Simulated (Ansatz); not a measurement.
**SnH₂ (quintet): from Hartree-Fock to the top rungs, def2-TZVP**

An exercise on one series of results from a longer session: the logs are not shown, and one member is left open.

Program: Ansatz 0.2.0, Gaussian basis. Level of theory: def2-TZVP, core rule «outside noble gas», up to 9 orbitals frozen. These are calculated values, not measurements.

To be run: UHF; CCSD(T) on ROHF; CCSD(T) on UHF; BCCD(T) on ROHF; CISD as a restricted active space (open shells left free, so some higher excitations enter); CCSDT(Q) on ROHF; CCSDT(Q) on UHF; CISDTQ; CASSCF and MRCISD+Q, 6 electrons in 6 orbitals; CASSCF and NEVPT2, 6 electrons in 6 orbitals.

7 further runs of the same task are left out: 1 that didn't finish, 6 set aside as unsound or not needed. Runs told in other sessions of the task aren't counted.

## The geometry

The geometry is a PBE0/def2-TZVP stationary point (not a proven minimum) of the parent state, kept for this charge and spin. No spin-orbit coupling is included. Elements past krypton take def2 core potentials.

3 atoms, charge 0, spin multiplicity 5.

Atoms are counted from 1 here; the program's logs count them from 0.

Bond lengths: Sn1–H2 1.715 Å, Sn1–H3 1.715 Å. Angles: H2–Sn1–H3 119.7°.

Set-up of the first run:

Contents of in.yaml:

```yaml
crystal:
  periodic: [false, false, false]
  atoms:
    - {symbol: Sn, position_ang: [0.000000, -0.014391, 0.000000]}
    - {symbol: H, position_ang: [0.000000, 0.847453, -1.482753]}
    - {symbol: H, position_ang: [0.000000, 0.847453, 1.482753]}
basis:
  gaussian: {orbitals: def2-TZVP}
magnetization: {spin_polarized: true, initial_magnetization: 4}
hamiltonian: {xc: hf}
output: {orbitals: {seedname: orbitals}}
```

Launch:

```bash
> ansatz run in.yaml --threads 1 --pin off --events-out ev --progress --plain --max-ram 2624MiB --backend cpu
```

Among the steps run: UHF; CCSD(T) on ROHF; CCSD(T) on UHF; BCCD(T) on ROHF; CISD as a restricted active space (open shells left free, so some higher excitations enter); CCSDT(Q) on ROHF; CCSDT(Q) on UHF; CISDTQ; CASSCF and MRCISD+Q, 6 electrons in 6 orbitals; CASSCF and NEVPT2, 6 electrons in 6 orbitals.

One of the session's tables, all rows but one given; the rest of the session is left out.

```
          method  from RCCSDT(Q) (kJ/mol)
            ROHF                   +228.3
             UHF                   +214.2
            RMP2                    +54.2
            UMP2                    +53.3
           RCCSD                     +9.9
           UCCSD                     +6.5
        RCCSD(T)                     +2.2
        UCCSD(T)                     -1.1
         BCCD(T)                     +2.3
          RCCSDT                     +0.3
          UCCSDT                     -3.1
       RCCSDT(Q)                        0
       UCCSDT(Q)                     -3.3
  CASSCF valence                   +177.9
  NEVPT2 valence                    +42.2
  MRCISD valence                     +9.4
MRCISD+Q valence                        ?
```

Estimate the missing values for MRCISD+Q valence.

**Answer.** from RCCSDT(Q) (kJ/mol): +0.8. In the column «from RCCSDT(Q) (kJ/mol)» it lies between RCCSDT (+0.3) and RCCSD(T) (+2.2).

Not comparable, so not listed: CISD as a restricted active space (open shells left free, so some higher excitations enter); CISDTQ (they don't share determinant, frozen orbitals or solution with the rows shown, or repeat one).

Limits of these values: Restricted and unrestricted rows rest on different reference determinants; a gap between their highest levels can come from leftover correlation error, from unlike frozen cores or from another state.
